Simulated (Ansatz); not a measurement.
# In3SbAs2: the cell at several levels of theory

Aim: relax In3SbAs2 as one 6-atom ordering (P3m1) on the zincblende lattice with PBE and r2SCAN and see how far the functionals disagree on the cell. This is a trial cell built on a prototype, not taken from a measured structure, and it needn't be the compound's ground state.

The runs shown are made with Ansatz 0.2.0. PAW datasets, plane waves, zero pressure. Simulation only: spin-unpolarised, and no claim that this is the phase found in nature.

## 1. Starting point

Space group P3m1 (No. 156), trigonal; a = 4.319 Å, c = 10.578 Å in the conventional setting, 28.48 Å³ an atom. As has 4 In at 2.64 Å; Sb has 4 In at 2.64 Å; In has 4 As at 2.64 Å; In has 3 As at 2.64 Å and 1 Sb at 2.64 Å.

As a file:

```cif
data_structure
_symmetry_space_group_name_H-M 'P3m1'
_symmetry_Int_Tables_number 156
_cell_length_a 4.3186
_cell_length_b 4.3186
_cell_length_c 10.5783
_cell_angle_alpha 90.000
_cell_angle_beta 90.000
_cell_angle_gamma 120.000
_cell_volume 170.85
loop_
_atom_site_label
_atom_site_type_symbol
_atom_site_symmetry_multiplicity
_atom_site_Wyckoff_symbol
_atom_site_fract_x
_atom_site_fract_y
_atom_site_fract_z
_atom_site_occupancy
As1 As 1 b 0.33333 0.66667 0.00000 1
As2 As 1 c 0.66667 0.33333 0.33333 1
Sb1 Sb 1 a 0.00000 0.00000 0.66667 1
In1 In 1 c 0.66667 0.33333 0.08333 1
In2 In 1 a 0.00000 0.00000 0.41667 1
In3 In 1 b 0.33333 0.66667 0.75000 1
```

## 2. Relaxing with PBE

File input.yaml:

```yaml
crystal:
  lattice:
    - [4.3185592827, 0.0, 0.0]
    - [-2.1592796414, 3.7399820466, 0.0]
    - [0.0, 0.0, 10.5782666667]
  atoms:
    - { symbol: As, position: [0.0, 0.0, 0.0] }
    - { symbol: As, position: [0.3333333333, 0.6666666667, 0.3333333333] }
    - { symbol: Sb, position: [0.6666666667, 0.3333333333, 0.6666666667] }
    - { symbol: In, position: [0.3333333333, 0.6666666667, 0.0833333333] }
    - { symbol: In, position: [0.6666666667, 0.3333333333, 0.4166666667] }
    - { symbol: In, position: [0.0, 0.0, 0.75] }
kpoints:
  mp_grid: { grid: [6, 6, 2] }
hamiltonian:
  xc: pbe
scf:
  occupations: { method: fermi_dirac, width: 0.02 }
relax:
  f_tol: 0.005
  cell: {}
```

On the command line:

```console
> ansatz run input.yaml --threads 4 --pin off --max-ram 6451MiB --backend cpu --events-out ev --progress --plain --runs-dir out
```

Further steps of the session: r2SCAN: cell and atoms.

What does the calculation give? Wanted: for each run, a; c; volume; space group; SCF geometries.

**Answer**, as computed:

| level | a (Å) | c (Å) | volume (Å³/atom) | space group | SCF geometries |
| --- | --- | --- | --- | --- | --- |
| PBE | 4.484 | 10.986 | 31.878 | P3m1 | 7 |
| r2SCAN | 4.428 | 10.857 | 30.722 | P3m1 | 6 |

From the start to the first minimum the volume moved by +12.0 %. r2SCAN gives the smallest cell and PBE the largest; they differ by 3.8 % in volume, a mean of 1.2 % in length.
